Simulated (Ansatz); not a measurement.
# C6H5BF6O3: one species, many methods

One table from this session's results is given with a row withheld; the runs are named, their logs left out.

Program: Ansatz 0.2.0, Gaussian basis. Level of theory: functionals in def2-TZVPP, the program's frozen cores in correlated methods. These are calculated values, not measurements.

Plan: LDA (SPW92), PBE-D4, revPBE-D4, BLYP-D4, r2SCAN-D4, B97M-V, PBE0-D4, B3LYP-D4, r2SCANh-D4, r2SCAN0-D4, HSE06-D4, BHLYP-D4, CAM-B3LYP-D4, LC-ωPBE, ωB97X-V, ωB97M-V, B2PLYP, PBE-QIDH; CCSD(T)/def2-SVP; CCSD(T)/def2-TZVPP; MP2/def2-QZVPP; extrapolation to the limit; RPA on PBE.

**The geometry**

All runs share one geometry, relaxed beforehand with PBE0-D4 in a triple-zeta def2 set.

SMILES `C[B-]1(O)OC(C(F)(F)F)=CC(C(F)(F)F)=[O+]1`, 21 atoms, charge 0, spin multiplicity 1.

Atoms are counted from 1 here; the program's logs count them from 0.

Bond lengths: C1–B2 1.579 Å, C1–H17 1.094 Å, C1–H18 1.093 Å, C1–H19 1.093 Å, B2–O3 1.383 Å, B2–O4 1.589 Å, B2–O16 1.589 Å, O3–H20 0.959 Å, O4–C5 1.258 Å, C5–C6 1.531 Å, C5–C10 1.386 Å, C6–F7 1.330 Å, C6–F8 1.331 Å, C6–F9 1.326 Å, C10–C11 1.386 Å, C10–H21 1.076 Å, C11–C12 1.531 Å, C11–O16 1.258 Å and more. Angles: B2–C1–H17 113.4°, B2–C1–H18 110.2°, B2–C1–H19 110.2°, H17–C1–H18 107.7°, H17–C1–H19 107.7°, H18–C1–H19 107.5°, C1–B2–O3 116.9°, C1–B2–O4 108.9°, C1–B2–O16 109.0°, O3–B2–O4 109.5°, O3–B2–O16 109.5°, O4–B2–O16 102.0°, B2–O3–H20 114.6°, B2–O4–C5 122.1°, O4–C5–C6 114.1°, O4–C5–C10 125.0°, C6–C5–C10 120.9°, C5–C6–F7 109.7° and more.

Set-up of the first run:

The input, in.yaml:

```yaml
crystal:
  periodic: [false, false, false]
  atoms:
    - {symbol: C, position_ang: [-0.136091, -0.695578, 2.376258]}
    - {symbol: B, position_ang: [0.862177, 0.015766, 1.380439]}
    - {symbol: O, position_ang: [2.080501, 0.418026, 1.897982]}
    - {symbol: O, position_ang: [0.130060, 1.260145, 0.717170]}
    - {symbol: C, position_ang: [-0.588488, 1.143973, -0.309283]}
    - {symbol: C, position_ang: [-1.379642, 2.405745, -0.663287]}
    - {symbol: F, position_ang: [-0.540901, 3.384411, -0.992587]}
    - {symbol: F, position_ang: [-2.197985, 2.191598, -1.691261]}
    - {symbol: F, position_ang: [-2.105356, 2.800105, 0.374615]}
    - {symbol: C, position_ang: [-0.636250, 0.023109, -1.123547]}
    - {symbol: C, position_ang: [0.334220, -0.933152, -0.867585]}
    - {symbol: C, position_ang: [0.605586, -2.062671, -1.864531]}
    - {symbol: F, position_ang: [0.574924, -3.237071, -1.248625]}
    - {symbol: F, position_ang: [1.807254, -1.900232, -2.411556]}
    - {symbol: F, position_ang: [-0.300494, -2.075781, -2.839786]}
    - {symbol: O, position_ang: [1.104011, -0.931512, 0.127754]}
    - {symbol: H, position_ang: [-1.080607, -0.989517, 1.907916]}
    - {symbol: H, position_ang: [0.323216, -1.596180, 2.791773]}
    - {symbol: H, position_ang: [-0.372030, -0.032143, 3.212257]}
    - {symbol: H, position_ang: [2.660403, 0.846147, 1.265823]}
    - {symbol: H, position_ang: [-1.269208, -0.024391, -1.992838]}
basis:
  gaussian: {orbitals: def2-TZVPP}
hamiltonian: {xc: lda}
output: {orbitals: {seedname: orbitals}}
```

Run with:

```console
ansatz run in.yaml --threads 11 --pin off --events-out ev --progress --plain --max-ram 110592MiB --backend cuda --devices 0, --max-vram 75GiB
```

Among the steps run: LDA; PBE-D4 (GGA); revPBE-D4 (GGA); BLYP-D4 (GGA); r2SCAN-D4 (meta-GGA); B97M-V (meta-GGA); B3LYP-D4 (hybrid); r2SCANh-D4 (hybrid); r2SCAN0-D4 (hybrid); HSE06-D4 (hybrid); BHLYP-D4 (hybrid); CAM-B3LYP-D4 (range-separated); LC-ωPBE (range-separated); ωB97X-V (range-separated); ωB97M-V (range-separated); B2PLYP (double hybrid); PBE-QIDH (double hybrid).

One table of the session follows, with a row left open; its other results are not shown here.

It belongs to the step «Orbital energies across the functionals». 

```
  functional  HOMO (eV)  LUMO (eV)  gap (eV)
 LDA (SPW92)      -7.30      -4.58      2.71
      PBE-D4          ?          ?         ?
   revPBE-D4      -6.98      -4.13      2.85
     BLYP-D4      -6.97      -4.14      2.83
   r2SCAN-D4      -7.36      -4.22      3.13
      B97M-V      -7.40      -4.11      3.29
     PBE0-D4      -8.33      -3.48      4.85
    B3LYP-D4      -8.14      -3.70      4.44
  r2SCANh-D4      -7.83      -3.93      3.90
  r2SCAN0-D4      -8.53      -3.47      5.06
    HSE06-D4      -7.93      -3.86      4.07
    BHLYP-D4      -9.49      -2.53      6.96
CAM-B3LYP-D4      -9.68      -2.42      7.26
     LC-ωPBE     -10.92      -1.29      9.62
     ωB97X-V     -10.60      -1.30      9.29
     ωB97M-V     -10.51      -1.34      9.16
```

**Question.** Estimate the row for PBE-D4.

**Answer.** HOMO (eV): -7.07; LUMO (eV): -4.26; gap (eV): 2.82. In the column «HOMO (eV)» it lies between LDA (SPW92) (-7.30) and revPBE-D4 (-6.98).
